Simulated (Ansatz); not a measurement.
# MnFe2N2: magnetic states

One table from this session's results is given with a row withheld; the runs are named, their logs left out.

Computed with Ansatz 0.2.0 (DFT PBE, scalar-relativistic, plane waves, PAW, unless a step's input says otherwise).

1 further run of the same task is left out (it didn't finish).

## The structure to begin with

The structure is trigonal, space group P-3m1 (No. 164). Conventional cell: a = 2.894 Å, b = 2.894 Å, c = 6.294 Å, α = 90.00°, β = 90.00°, γ = 120.00°. Around Mn (site symmetry -3m) lie 6 N at 2.12 Å. Fe (site symmetry 3m) has 3 N at 1.85 Å as nearest neighbours. Around N (site symmetry 3m) lie 3 Fe at 1.85 Å and 3 Mn at 2.12 Å.

Coordinates:

```xyz
5
Lattice="2.8941 0.0000 0.0000 -1.4471 2.5064 0.0000 0.0000 0.0000 6.2944" Properties=species:S:1:pos:R:3 pbc="T T T"
Mn    0.0000    0.0000    3.1472
Fe    1.4471    0.8355    1.0524
Fe    0.0000    1.6709    5.2420
N     1.4471    0.8355    4.4489
N     0.0000    1.6709    1.8454
```

The structure comes from the Materials Project (structure only); it is used as listed.

Set-up of the first run:

input.yaml reads:

```yaml
crystal:
  lattice:
    - [2.8941413859, 0.0, 0.0]
    - [-1.4470706929, 2.5063999623, 0.0]
    - [0.0, 0.0, 6.2943681112]
  atoms:
    - { symbol: Mn, position: [0.0, 0.0, 0.5], spin: 4.0 }
    - { symbol: Fe, position: [0.66666667, 0.33333333, 0.167198] }
    - { symbol: Fe, position: [0.33333333, 0.66666667, 0.832802] }
    - { symbol: "N", position: [0.66666667, 0.33333333, 0.706813] }
    - { symbol: "N", position: [0.33333333, 0.66666667, 0.293187] }
basis:
  ecutwfc: 420
kpoints:
  mp_grid: { grid: [6, 6, 4] }
hamiltonian:
  xc: pbe
scf:
  occupations: { method: gaussian, width: 0.1 }
output:
  forces: true
  stress: true
  eigenvalues: true
  populations: true
magnetization:
  spin_polarized: true
```

On the command line:

```
$ ansatz run input.yaml --threads 1 --pin off --max-ram 2560MiB --backend cpu --events-out ev --progress --plain --runs-dir out
```

Steps of the session up to this table: Probe: one point at the start; The base run, for reference; Magnetic start: no spin polarisation; Magnetic start: ferromagnetic; Start: large parallel starting moments; Start: antiferromagnetic, doubled cell, propagation vector (0, 0, 1/2); Magnetic start: antiferromagnetic, doubled cell, propagation vector (0, 1/2, 0); Magnetic start: small parallel starting moments.

One table of the session follows, with a row left open; its other results are not shown here.

It belongs to the step «The magnetic starts in order of energy». 

```
                                                          start  energy above the lowest (meV/atom)  pressure (GPa)
antiferromagnetic, doubled cell, propagation vector (0, 0, 1/2)                                0.00            -1.8
                                                  ferromagnetic                                3.07            -1.7
                                large parallel starting moments                                3.07            -1.7
                                small parallel starting moments                                3.07            -1.7
antiferromagnetic, doubled cell, propagation vector (0, 1/2, 0)                                   ?               ?
                                                        no spin                                 118            -8.7
```

**Question.** Estimate the row for antiferromagnetic, doubled cell, propagation vector (0, 1/2, 0).

**Answer.** energy above the lowest (meV/atom): 21.6; pressure (GPa): 0.5. In the column «energy above the lowest (meV/atom)» it lies between small parallel starting moments (3.07) and no spin (118).

Caveats from the session: Only these starts were tried, so a lower state is not ruled out.
